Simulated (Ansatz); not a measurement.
# SnPHO5: the cost of one run

Method: DFT, PBE, plane-wave PAW, default files, scalar-relativistic, as far as a step names no other, in Ansatz 0.2.0.

## Step 1: The structure to begin with

It takes space group P-1 (No. 2, triclinic). Conventional cell: a = 5.357 Å, b = 5.359 Å, c = 7.578 Å, α = 106.24°, β = 108.17°, γ = 98.67°. Sn (site symmetry -1) has 6 O at 2.05 to 2.09 Å as nearest neighbours. Around Sn (site symmetry -1) lie 6 O at 2.05 to 2.10 Å. H (site symmetry 1) is surrounded by 1 O at 1.00 Å. Around P (site symmetry 1) lie 4 O at 1.54 to 1.58 Å. O (site symmetry 1) is surrounded by 1 H at 1.00 Å. O (site symmetry 1) has 1 P at 1.58 Å and 1 H at 1.77 Å and 1 Sn at 2.08 Å as nearest neighbours. O (site symmetry 1) is surrounded by 1 P at 1.54 Å and 1 Sn at 2.05 Å. O (site symmetry 1) has 1 P at 1.54 Å and 1 Sn at 2.06 Å as nearest neighbours. Only part of the 9 independent sites is listed.

Structure file:

```xyz
16
Lattice="5.3572 0.0000 0.0000 -0.8079 5.2980 0.0000 -2.3636 -2.5046 6.7501" Properties=species:S:1:pos:R:3 pbc="T T T"
Sn    1.0929    1.3967    3.3751
Sn    0.0000    0.0000    0.0000
H     1.8728   -1.5992    4.6332
H     0.3130    4.3926    2.1169
P    -1.6408    0.3696    5.1427
P     3.8266    2.4237    1.6074
O     1.1053    0.0351    1.7880
O     2.3567    0.0904    4.3921
O     2.6656    2.4804    2.6180
O    -1.4580   -0.7464    6.1888
O    -1.6695    1.7566    5.8145
O     3.8553    1.0368    0.9356
O     3.6437    3.5397    0.5613
O    -0.4799    0.3130    4.1321
O    -0.1710    2.7029    2.3580
O     1.0805    2.7582    4.9621
```

## Step 2: Single point at the given positions

input.yaml reads:

```yaml
crystal:
  lattice:
    - [5.3572383652, 0.0, 0.0]
    - [-0.8079318207, 5.2979873524, 0.0]
    - [-2.3635534197, -2.5046296811, 6.7501125731]
  atoms:
    - { symbol: Sn, position: [0.5, 0.5, 0.5] }
    - { symbol: Sn, position: [0.0, 0.0, 0.0] }
    - { symbol: H, position: [0.655826, 0.022643, 0.686395] }
    - { symbol: H, position: [0.344174, 0.977357, 0.313605] }
    - { symbol: P, position: [0.094684, 0.429944, 0.761872] }
    - { symbol: P, position: [0.905316, 0.570056, 0.238128] }
    - { symbol: O, position: [0.343062, 0.131859, 0.264887] }
    - { symbol: O, position: [0.775951, 0.324674, 0.650671] }
    - { symbol: O, position: [0.766951, 0.65153, 0.387852] }
    - { symbol: O, position: [0.176472, 0.292557, 0.91684] }
    - { symbol: O, position: [0.179814, 0.738783, 0.861391] }
    - { symbol: O, position: [0.820186, 0.261217, 0.138609] }
    - { symbol: O, position: [0.823528, 0.707443, 0.08316] }
    - { symbol: O, position: [0.233049, 0.34847, 0.612148] }
    - { symbol: O, position: [0.224049, 0.675326, 0.349329] }
    - { symbol: O, position: [0.656938, 0.868141, 0.735113] }
kpoints:
  mp_grid: { grid: [5, 5, 4] }
scf:
  occupations: { method: fermi_dirac, width: 0.02 }
hamiltonian:
  xc: pbe
  pseudopotentials: { kind: paw }
output:
  forces: true
  stress: true
  populations: true
  efg:
    quadrupole_moments_barn: { Sn: -0.132, H: 0.00285783, O: -0.02558 }
    contact_densities: true
```

Started as:

```console
$ ansatz run input.yaml --threads 1 --pin off --max-ram 2560MiB --backend cpu --events-out ev --progress --plain --runs-dir out
```

What time and memory should one allow on 1 thread of Arm Neoverse V1, shared host?

About 63 s, with a peak of 0.75 GiB.
